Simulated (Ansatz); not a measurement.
# C2H6ClGeN: the cost of one run

Method: RKS B3LYP-D4/def2-SVP, in Ansatz 0.2.0.

### 1 Starting point

Bond lengths: C1–C2 1.269 Å, C2–Ge3 1.896 Å, Ge3–N4 1.903 Å, Ge3–Cl5 2.158 Å, C1–H6 1.130 Å, C1–H7 1.094 Å, C2–H8 1.053 Å, Ge3–H9 1.590 Å, N4–H10 1.054 Å, N4–H11 1.073 Å. Angles (14 of 15 angles, heavy atoms first): C1–C2–Ge3 119.9°, C2–Ge3–N4 112.9°, C2–Ge3–Cl5 110.6°, N4–Ge3–Cl5 108.0°, C1–C2–H8 122.2°, Ge3–C2–H8 117.8°, C2–C1–H6 124.1°, C2–C1–H7 122.1°, C2–Ge3–H9 110.0°, N4–Ge3–H9 108.1°, Cl5–Ge3–H9 106.9°, Ge3–N4–H10 102.1°, Ge3–N4–H11 100.9°, H6–C1–H7 113.7°.

As a file:

```xyz
11

C    -1.7228    0.1364   -0.1963
C    -0.9127   -0.5573    0.4911
Ge    0.8988   -0.0188    0.6454
N     1.7873    0.0777   -1.0349
Cl    1.0392    1.9174    1.5870
H    -1.4524    1.1123   -0.6983
H    -2.7800   -0.1286   -0.2911
H    -1.2032   -1.4496    0.9694
H     1.6946   -1.0411    1.5669
H     1.5681   -0.8637   -1.4553
H     1.1484    0.7582   -1.5632
```

### 2 Relaxing end A

Input file input.yaml:

```yaml
crystal:
  periodic: [false, false, false]
  atoms:
    - { symbol: C, position_ang: [-1.7228, 0.1364, -0.1963] }
    - { symbol: C, position_ang: [-0.9127, -0.5573, 0.4911] }
    - { symbol: Ge, position_ang: [0.8988, -0.0188, 0.6454] }
    - { symbol: "N", position_ang: [1.7873, 0.0777, -1.0349] }
    - { symbol: Cl, position_ang: [1.0392, 1.9174, 1.587] }
    - { symbol: H, position_ang: [-1.4524, 1.1123, -0.6983] }
    - { symbol: H, position_ang: [-2.78, -0.1286, -0.2911] }
    - { symbol: H, position_ang: [-1.2032, -1.4496, 0.9694] }
    - { symbol: H, position_ang: [1.6946, -1.0411, 1.5669] }
    - { symbol: H, position_ang: [1.5681, -0.8637, -1.4553] }
    - { symbol: H, position_ang: [1.1484, 0.7582, -1.5632] }
basis:
  gaussian: { orbitals: def2-SVP }
hamiltonian:
  xc: b3lyp
  dispersion: d4
relax:
  f_tol: 0.02
  max_steps: 50
```

Run with:

```
$ ansatz run input.yaml --threads 2 --pin off --max-ram 3072MiB --backend cpu --events-out ev --progress --plain --runs-dir out
```

What time and memory should one allow on 2 threads of Arm Neoverse V1, shared host?

About 2.1 min, with a peak of 0.32 GiB.
